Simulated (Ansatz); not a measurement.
# Alloy of SnO2 and TiO2 (15 of 24 Sn sites exchanged), 72 atoms

How does this alloy cell relax, and what gap do PBEsol give?

Program: Ansatz 0.2.0, PAW, plane waves. These are calculated values, not measurements.

### Step 1. The system as built

72 atoms (15 Ti, 9 Sn, 48 O); a = 9.318 Å, b = 9.318 Å, c = 9.128 Å, α = 90.00°, β = 90.00°, γ = 90.00°. All atoms were shaken off their sites by about 0.02 Å along each axis.

Steps to follow: (2) PBEsol cell relaxation at the single k point (¼, ¼, ¼), on 1 × NVIDIA GB200 with 8 threads of Arm Neoverse-V2.

### Step 2. PBEsol relaxation of the cell and the positions

The input, in.yaml:

```yaml
crystal:
  lattice:
    - [9.317828, 0.000000, 0.000000]
    - [0.000000, 9.317828, 0.000000]
    - [0.000000, 0.000000, 9.128095]
  atoms:
    - { symbol: Ti, position: [0.999196, 0.000109, 0.999351] }
    - { symbol: Ti, position: [0.000573, 0.002495, 0.334660] }
    - { symbol: Ti, position: [0.002574, 0.996356, 0.665811] }
    - { symbol: Ti, position: [0.503334, 0.002994, 0.998432] }
    - { symbol: Ti, position: [0.505845, 0.999771, 0.330204] }
    - { symbol: Ti, position: [0.500638, 0.998748, 0.668423] }
    - { symbol: Ti, position: [0.248596, 0.250097, 0.169314] }
    - { symbol: Ti, position: [0.245617, 0.252196, 0.500768] }
    - { symbol: Ti, position: [0.252333, 0.250847, 0.833363] }
    - { symbol: Ti, position: [0.749634, 0.250684, 0.163448] }
    - { symbol: Ti, position: [0.747497, 0.251440, 0.499227] }
    - { symbol: Ti, position: [0.752764, 0.248606, 0.830307] }
    - { symbol: Ti, position: [0.750416, 0.748991, 0.166570] }
    - { symbol: Ti, position: [0.751254, 0.750031, 0.499081] }
    - { symbol: Ti, position: [0.750328, 0.745326, 0.832662] }
    - { symbol: Sn, position: [0.995315, 0.497896, 0.998464] }
    - { symbol: Sn, position: [0.999138, 0.503471, 0.333904] }
    - { symbol: Sn, position: [0.997920, 0.496383, 0.665289] }
    - { symbol: Sn, position: [0.501770, 0.499662, 0.002681] }
    - { symbol: Sn, position: [0.502807, 0.499604, 0.335904] }
    - { symbol: Sn, position: [0.500583, 0.497725, 0.667214] }
    - { symbol: Sn, position: [0.252106, 0.748840, 0.164189] }
    - { symbol: Sn, position: [0.252658, 0.747577, 0.502131] }
    - { symbol: Sn, position: [0.248469, 0.750354, 0.831100] }
    - { symbol: O, position: [0.152340, 0.151360, 0.000047] }
    - { symbol: O, position: [0.154348, 0.152178, 0.329455] }
    - { symbol: O, position: [0.150747, 0.150653, 0.666821] }
    - { symbol: O, position: [0.151188, 0.651253, 0.996644] }
    - { symbol: O, position: [0.153945, 0.650005, 0.335350] }
    - { symbol: O, position: [0.148740, 0.654409, 0.665072] }
    - { symbol: O, position: [0.652149, 0.150725, 0.001521] }
    - { symbol: O, position: [0.654921, 0.151149, 0.335184] }
    - { symbol: O, position: [0.651497, 0.149362, 0.668006] }
    - { symbol: O, position: [0.653822, 0.655914, 0.001849] }
    - { symbol: O, position: [0.653717, 0.652452, 0.333788] }
    - { symbol: O, position: [0.651192, 0.653046, 0.666549] }
    - { symbol: O, position: [0.345508, 0.352719, 0.998989] }
    - { symbol: O, position: [0.350649, 0.349729, 0.333214] }
    - { symbol: O, position: [0.343832, 0.349920, 0.668937] }
    - { symbol: O, position: [0.345279, 0.849543, 0.002184] }
    - { symbol: O, position: [0.344670, 0.847253, 0.331138] }
    - { symbol: O, position: [0.344919, 0.844340, 0.666169] }
    - { symbol: O, position: [0.847309, 0.351316, 0.000400] }
    - { symbol: O, position: [0.847285, 0.345251, 0.332075] }
    - { symbol: O, position: [0.844924, 0.348608, 0.669986] }
    - { symbol: O, position: [0.845448, 0.846838, 0.999851] }
    - { symbol: O, position: [0.845113, 0.853640, 0.330677] }
    - { symbol: O, position: [0.847397, 0.847820, 0.667063] }
    - { symbol: O, position: [0.093971, 0.398336, 0.166401] }
    - { symbol: O, position: [0.099016, 0.404006, 0.500170] }
    - { symbol: O, position: [0.098835, 0.403631, 0.834662] }
    - { symbol: O, position: [0.095929, 0.902595, 0.164493] }
    - { symbol: O, position: [0.095301, 0.903360, 0.501654] }
    - { symbol: O, position: [0.099373, 0.903400, 0.835437] }
    - { symbol: O, position: [0.599290, 0.401284, 0.167211] }
    - { symbol: O, position: [0.599862, 0.405825, 0.499608] }
    - { symbol: O, position: [0.596493, 0.401620, 0.827082] }
    - { symbol: O, position: [0.596278, 0.900468, 0.163090] }
    - { symbol: O, position: [0.597962, 0.900232, 0.503290] }
    - { symbol: O, position: [0.597651, 0.902013, 0.833837] }
    - { symbol: O, position: [0.403842, 0.097629, 0.166445] }
    - { symbol: O, position: [0.403776, 0.098711, 0.500249] }
    - { symbol: O, position: [0.406958, 0.097489, 0.832483] }
    - { symbol: O, position: [0.400627, 0.599892, 0.164716] }
    - { symbol: O, position: [0.400241, 0.595995, 0.502976] }
    - { symbol: O, position: [0.401683, 0.597494, 0.831984] }
    - { symbol: O, position: [0.898859, 0.096306, 0.168827] }
    - { symbol: O, position: [0.905402, 0.101125, 0.501909] }
    - { symbol: O, position: [0.903193, 0.097854, 0.836804] }
    - { symbol: O, position: [0.900312, 0.596329, 0.168522] }
    - { symbol: O, position: [0.902687, 0.597241, 0.501701] }
    - { symbol: O, position: [0.902097, 0.597041, 0.834304] }
  symmetry: { detect: false }
kpoints:
  mp_grid: { grid: [1, 1, 1], shift: [0.25, 0.25, 0.25] }
hamiltonian:
  xc: pbesol
scf:
  occupations: { method: fermi_dirac, width: 0.01 }
relax:
  f_tol: 0.03
  max_steps: 80
  escape_saddle: false
  adjacent_minimum: "off"
  cell: { fix: [alpha, beta, gamma] }
output:
  forces: true
  eigenvalues: true
  populations: true
```

Started as:

```
$ ansatz run in.yaml --threads 8 --pin off --max-ram 118750MiB --runs-dir r --events-out ev --progress --plain --backend cuda --devices 0, --max-vram 170GiB
```

**Question.** What will these runs give? Wanted: for each run, top filled to lowest empty.

**Answer**, as computed:

```
             level         time  top filled to lowest empty (eV)
PBEsol, relaxation  8.5 s (GPU)                             2.45
```

```
     quantity                                                                      value
   relaxation                                           9 recorded steps, 3.21 eV gained
largest shift                                                               0.19 Å (Ti6)
 relaxed cell  a = 9.330 Å, b = 9.341 Å, c = 9.150 Å, α = 90.00°, β = 90.00°, γ = 90.00°
   mean bonds                                                   O–Sn 2.049, O–Ti 1.977 Å
```

**In words.** The relaxation lowers the energy by 3.21 eV; the largest shift is 0.19 Å (Ti6), while the volume changes by +0.6 %. The mean lengths of the listed bonds run from O–Ti 1.98 Å to O–Sn 2.05 Å. With one k point the spacing samples only the states that fold onto it, so it can exceed the gap over the zone.
